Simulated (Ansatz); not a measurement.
# CuF (singlet): the correlation ladder at distance Cu1–F2 = 1.978 Å, def2-TZVPP

The task here is to estimate one member of a computed series from the others.

The runs use Ansatz 0.2.0, Gaussian basis; def2-TZVPP, core rule «outside noble gas», up to 10 orbitals frozen.

Plan: UHF; CCSD(T) on RHF; CCSDT(Q) on RHF; CASSCF and NEVPT2, 2 electrons in 2 orbitals.

3 further runs of the same task are left out: 3 for a known fault of the program. Runs told in other sessions of the task aren't counted.

### The geometry

The geometry derives from a PBE0/def2-TZVP stationary point (not a proven minimum). One bond is set to the value named and the two fragments are kept rigid.

2 atoms, charge 0, spin multiplicity 1.

Atoms are counted from 1 here; the program's logs count them from 0.

Bond lengths: Cu1–F2 1.978 Å.

Geometry (Å):

```
Cu    0.00000    0.00000    0.00000
F     0.00000    0.00000    1.97800
```

Set-up of the first run:

in.yaml reads:

```yaml
crystal:
  periodic: [false, false, false]
  atoms:
    - {symbol: Cu, position_ang: [0.000000, 0.000000, 0.000000]}
    - {symbol: F, position_ang: [0.000000, 0.000000, 1.978000]}
basis:
  gaussian: {orbitals: def2-TZVPP}
magnetization: {spin_polarized: true, initial_magnetization: 0}
hamiltonian: {xc: hf}
output: {orbitals: {seedname: orbitals}}
```

On the command line:

```sh
$ ansatz run in.yaml --threads 1 --pin off --events-out ev --progress --plain --max-ram 2816MiB --backend cpu
```

Among the steps run: UHF; CCSD(T) on RHF; CCSDT(Q) on RHF; CASSCF and NEVPT2, 2 electrons in 2 orbitals.

One table of the session follows, with a row left open; its other results are not shown here.

| method | from RCCSDT(Q) (kcal/mol) |
| --- | --- |
| RHF | +445.04 |
| RMP2 | -25.55 |
| RCCSD | +15.18 |
| RCCSD(T) | -0.04 |
| RCCSDT | ? |
| RCCSDT(Q) | 0 |
| CASSCF pair | +432.74 |
| NEVPT2 pair | -25.26 |

Estimate the missing values for RCCSDT.

As computed: from RCCSDT(Q) (kcal/mol): +0.35. In the column «from RCCSDT(Q) (kcal/mol)» it lies between RCCSDT(Q) (0) and RCCSD (+15.18).
